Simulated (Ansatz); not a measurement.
# ZrN+ (quintet): the correlation ladder, def2-TZVPP

One table from this session's results is given with a row withheld; the runs are named, their logs left out.

The runs use Ansatz 0.2.0, Gaussian basis; def2-TZVPP, core rule «outside noble gas», up to 5 orbitals frozen.

The runs, in order: UHF; ROHF; CCSD(T) on UHF.

2 further runs of the same task are left out: 2 set aside as unsound or not needed.

## What is computed

The geometry is a PBE0/def2-TZVP stationary point (not a proven minimum) of the parent state, kept for this charge and spin. No spin-orbit coupling is included. Elements past krypton take def2 core potentials.

2 atoms, charge 1, spin multiplicity 5.

Atoms are counted from 1 here; the program's logs count them from 0.

Bond lengths: Zr1–N2 1.735 Å.

As a file:

```xyz
2

Zr    0.0000    0.0000    0.0000
N     0.0000    0.0000    1.7350
```

Set-up of the first run:

The input, in.yaml:

```yaml
crystal:
  periodic: [false, false, false]
  atoms:
    - {symbol: Zr, position_ang: [0.000000, 0.000000, 0.000000]}
    - {symbol: N, position_ang: [0.000000, 0.000000, 1.735000]}
basis:
  gaussian: {orbitals: def2-TZVPP}
total_charge: 1
magnetization: {spin_polarized: true, initial_magnetization: 4}
hamiltonian: {xc: hf}
output: {orbitals: {seedname: orbitals}}
```

The run is started by

```bash
> ansatz run in.yaml --threads 1 --pin off --events-out ev --progress --plain --max-ram 2816MiB --backend cpu
```

Steps of the session up to this table: UHF; ROHF; CCSD(T) on UHF.

One of the session's tables, all rows but one given; the rest of the session is left out.

| method | from UCCSD(T) (meV) |
| --- | --- |
| ROHF | ? |
| UHF | +5330.1 |
| UMP2 | +723.8 |
| UCCSD | +231.1 |
| UCCSD(T) | 0 |

Estimate the missing values for ROHF.

**Answer.** from UCCSD(T) (meV): +5568.8. In the column «from UCCSD(T) (meV)» it is the highest.
